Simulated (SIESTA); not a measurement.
**Cu in SIESTA: convergence with k mesh**

Input of the first run (k mesh 3 × 3 × 1); the others differ in this setting and in those tied to it:

run.py

```python
from ase import Atoms
from ase.calculators.siesta import Siesta
from ase.units import Ry, GPa

atoms = Atoms(
    ['Cu', 'Cu', 'Cu', 'Cu', 'Cu'],
    cell=[
        [2.5340966698, -0.0, 0.0],
        [-1.2670483349, 2.1945920917, 0.0],
        [0.0, 0.0, 23.225142],
    ],
    scaled_positions=[
        [0.33333333, 0.66666666, 0.322925905],
        [0.66666667, 0.33333334, 0.4114629525],
        [0.33333333, 0.66666666, 0.5],
        [0.66666667, 0.33333334, 0.5885370475],
        [0.33333333, 0.66666666, 0.677074095],
    ],
    pbc=True,
)

fdf = {
    'SCFMustConverge': False,
    'OccupationFunction': 'FD',
    'ElectronicTemperature': '0.05 eV',
    'Slab.DipoleCorrection': 'vacuum',
    'MaxSCFIterations': '120',
    'SCF.Mixer.Method': 'Pulay',
    'SCF.Mixer.Weight': '0.25',
    'SCF.Mixer.History': '8',
    'SCF.DM.Tolerance': '5.0e-05',
    'SCF.H.Tolerance': '1.0e-03 eV',
    'WriteForces': 'true',
    'Charge.Mulliken': 'end',
    'PAO.Basis': ['Cu.1 5', 'n=3 0 2', '  2.369 0.000', 'n=4 0 2', '  7.297 0.000', 'n=3 1 2', '  2.657 0.000', 'n=4 1 1', '  7.297', 'n=3 2 2', '  4.908 0.000'],
}
calc = Siesta(
    label="Cu",
    command="siesta < PREFIX.fdf > PREFIX.out",
    pseudo_path="pseudos",
    pseudo_qualifier="",
    xc=('VDW', 'BH'),
    basis_set="DZP",
    mesh_cutoff=800 * Ry,
    energy_shift=0.003 * Ry,
    kpts=[3, 3, 1],
    spin="non-polarized",
    fdf_arguments=fdf,
)
atoms.calc = calc

print(f"energy = {atoms.get_potential_energy():.6f} eV")
free = atoms.get_potential_energy(force_consistent=True)
print(f"free energy = {free:.6f} eV")
print("forces (eV/A):")
print(atoms.get_forces(apply_constraint=False).round(6))
print("stress (GPa, Voigt order, tension positive):", (atoms.get_stress() / GPa).round(4))
```

Potentials or basis: PseudoDojo 0.4 standard (PBE files), DZP (energy shift 0.003 Ry; two zetas on semicore shells).

The run is started by

```sh
$ python run.py
```

The slab is cut from a database's or a generator's crystal, which needn't be the stable form of the element.

Hardware: 1 thread of Arm Neoverse V2, with other jobs on the host.

| k mesh | energy less the tightest run, at zero smearing (meV/atom) | largest force (eV/Å) | SCF cycles | CPU time (s) | peak memory (GiB) |
| --- | --- | --- | --- | --- | --- |
| 3 × 3 × 1 | -205.92 | 0.355 | 17 | 160 | 0.61 |
| 5 × 5 × 1 | -51.68 | 0.161 | 16 | 150 | 0.61 |
| 7 × 7 × 1 | -6.10 | 0.074 | 15 | 150 | 0.61 |
| 8 × 8 × 1 | 19.11 | 0.045 | 17 | 160 | 0.61 |
| 10 × 10 × 1 | 11.41 | 0.060 | 16 | 160 | 0.61 |
| 12 × 12 × 1 | 13.58 | 0.013 | 16 | 160 | 0.61 |
| 15 × 15 × 1 | 0.00 | 0.061 | 16 | 170 | 0.61 |

Not settled before the last step: the energy (to 1 meV/atom), the largest force (to 0.005 eV/Å). Meshes of other sizes hit other points, so gaps and Fermi surfaces needn't settle smoothly. The tightest run that finished is the yardstick and may itself not be fully converged.

Caveat, for the tightest run too: short orbitals over semicore shells can move pressures by several GPa; the potentials were made for another functional, which shifts forces and pressure; the basis of atomic orbitals isn't converged, which shifts pressures, moduli and gaps.
